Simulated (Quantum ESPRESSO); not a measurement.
## Sn3Se under changes of volume

One of the cells (26.656 Å³/atom); the others are scaled copies at fixed shape and fractional positions:

```
CELL_PARAMETERS angstrom
4.74188 0.00000 0.00000
0.00000 4.74188 0.00000
0.00000 0.00000 4.74188
ATOMIC_POSITIONS crystal
Sn 0.50000 0.50000 0.00000
Sn 0.50000 0.00000 0.50000
Sn 0.00000 0.50000 0.50000
Se 0.00000 0.00000 0.00000
```

The cell comes from a database or a generator and needn't be the stable form of this composition.

- Program: Quantum ESPRESSO 7.5
- Functional: LDA
- Potentials or basis: GBRV 1.5 LDA
- Cutoff: 925 eV
- Density cutoff: 7401 eV
- k mesh: 6 × 6 × 6
- Occupations: fermi-dirac, width 0.05 eV
- Spin: no spin polarisation

```tsv
volume (Å³/atom)	energy over the lowest point (meV/atom)	pressure (GPa)
25.056	0.00	-1.2
25.590	5.12	-2.3
26.123	13.72	-3.3
26.656	25.44	-4.1
27.189	39.94	-4.9
27.722	?	?
28.255	75.89	-6.2
```

**Question.** What does the run at 27.722 Å³/atom give?

**Answer.** Energy over the lowest point 56.83 meV/atom; pressure -5.6 GPa.

Worked out: A Birch-Murnaghan fit of order 3 (a polynomial in V^(-2/3)) to the other rows has its minimum at 24.65 Å³/atom, just outside them, with B0 = V·E''(V) = 61 GPa and B' = 4.7. It gives 56.84 meV/atom at 27.722 Å³/atom, against the run's 56.83, and -dE/dV = -5.4 GPa, against -5.6.

Energies are extrapolated to zero smearing.
